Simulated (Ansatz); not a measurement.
# CH4Cl2Si: the cost of one run

Program: Ansatz 0.2.0. Level of theory: RKS B3LYP/6-31G*. These are calculated values, not measurements.

## 1. The system as given

Bond lengths: Si1–H2 1.660 Å, Si1–Cl3 2.330 Å, Si1–C4 1.869 Å, C4–H5 1.110 Å, C4–H6 1.110 Å, C4–H7 1.110 Å, Si1–Cl8 2.128 Å. Angles: H2–Si1–Cl3 52.9°, H2–Si1–C4 119.6°, H2–Si1–Cl8 119.6°, Cl3–Si1–C4 122.4°, Cl3–Si1–Cl8 122.4°, C4–Si1–Cl8 109.5°, Si1–C4–H5 109.5°, Si1–C4–H6 109.5°, Si1–C4–H7 109.5°, H5–C4–H6 109.4°, H5–C4–H7 109.4°, H6–C4–H7 109.4°.

Structure file:

```xyz
8

Si    0.0000    0.0000    0.0000
H     0.6625    0.0000    1.5220
Cl    2.2646    0.0000    0.5484
C    -0.8808    1.5259   -0.6227
H    -1.9334    1.2723   -0.8671
H    -0.8624    2.3106    0.1622
H    -0.3704    1.9025   -1.5336
Cl   -1.0032   -1.7381   -0.7093
```

## 2. Pulling towards end A

Springs on the bonds that form and break draw the guess towards this end; the thresholds are loose.

input.yaml

```yaml
crystal:
  periodic: [false, false, false]
  atoms:
    - { symbol: Si, position_ang: [0.0, 0.0, 0.0] }
    - { symbol: H, position_ang: [0.6625, 0.0, 1.522] }
    - { symbol: Cl, position_ang: [2.2646, 0.0, 0.5484] }
    - { symbol: C, position_ang: [-0.8808, 1.5259, -0.6227] }
    - { symbol: H, position_ang: [-1.9334, 1.2723, -0.8671] }
    - { symbol: H, position_ang: [-0.8624, 2.3106, 0.1622] }
    - { symbol: H, position_ang: [-0.3704, 1.9025, -1.5336] }
    - { symbol: Cl, position_ang: [-1.0032, -1.7381, -0.7093] }
basis:
  gaussian: { orbitals: "6-31G*" }
hamiltonian:
  xc: b3lyp
relax:
  f_tol: 0.15
  max_steps: 25
  restrain:
    - { distance: [1, 2], at: 2.57, k: 30.0 }
    - { distance: [0, 1], at: 1.46, k: 30.0 }
    - { distance: [0, 2], at: 2.13, k: 30.0 }
output:
  orbitals: {}
```

On the command line:

```bash
$ ansatz run input.yaml --threads 1 --pin off --max-ram 2048MiB --backend cpu --events-out ev --progress --plain --runs-dir out
```

Q: Estimate wall time and peak memory on 1 thread of Arm Neoverse V1, shared host.

About 39 s, with a peak of 0.16 GiB.
